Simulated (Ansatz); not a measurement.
# NaY3: the cost of one run

Computed with Ansatz 0.2.0 (DFT PBE, scalar-relativistic, plane waves, PAW, unless a step's input says otherwise).

## Step 1: The structure to begin with

The structure is cubic, space group Pm-3m (No. 221). Conventional cell: a = 4.619 Å, b = 4.619 Å, c = 4.619 Å, α = 90.00°, β = 90.00°, γ = 90.00°. Around Na (site symmetry m-3m) lie 12 Y at 3.27 Å. Y (site symmetry 4/mmm) is surrounded by 4 Na at 3.27 Å and 8 Y at 3.27 Å.

Coordinates:

```xyz
4
Lattice="4.6194 0.0000 0.0000 0.0000 4.6194 0.0000 0.0000 0.0000 4.6194" Properties=species:S:1:pos:R:3 pbc="T T T"
Na    0.0000    0.0000    0.0000
Y     0.0000    2.3097    2.3097
Y     2.3097    0.0000    2.3097
Y     2.3097    2.3097    0.0000
```

This is candidate A: Cu3Au (L1_2) type (Pm-3m, No. 221).

(A quick probe on a coarse mesh, which set the mesh and smearing, is not shown.)

## Step 3: Rough relaxation on the coarse mesh (candidate A)

File input.yaml:

```yaml
crystal:
  lattice:
    - [4.6193840338, 0.0, 0.0]
    - [0.0, 4.6193840338, 0.0]
    - [0.0, 0.0, 4.6193840338]
  atoms:
    - { symbol: Na, position: [0.0, 0.0, 0.0] }
    - { symbol: "Y", position: [0.0, 0.5, 0.5] }
    - { symbol: "Y", position: [0.5, 0.0, 0.5] }
    - { symbol: "Y", position: [0.5, 0.5, 0.0] }
basis:
  ecutwfc: 420
kpoints:
  mp_grid: { grid: [4, 4, 4] }
hamiltonian:
  xc: pbe
scf:
  occupations: { method: gaussian, width: 0.1 }
  lower_state_search: "off"
output:
  forces: true
  stress: true
  eigenvalues: true
relax:
  adjacent_minimum: "off"
  f_tol: 0.04
  max_steps: 70
  cell: { stress_tol: 0.4 }
```

Started as:

```console
> ansatz run input.yaml --threads 1 --pin off --max-ram 2560MiB --backend cpu --events-out ev --progress --plain --runs-dir out
```

**Question.** How long does this run take on 1 thread of Intel Xeon Platinum 8259CL at 2.50GHz (Skylake/Cascade Lake), shared host, and how much memory does it need?

About 13 s, with a peak of 0.42 GiB.
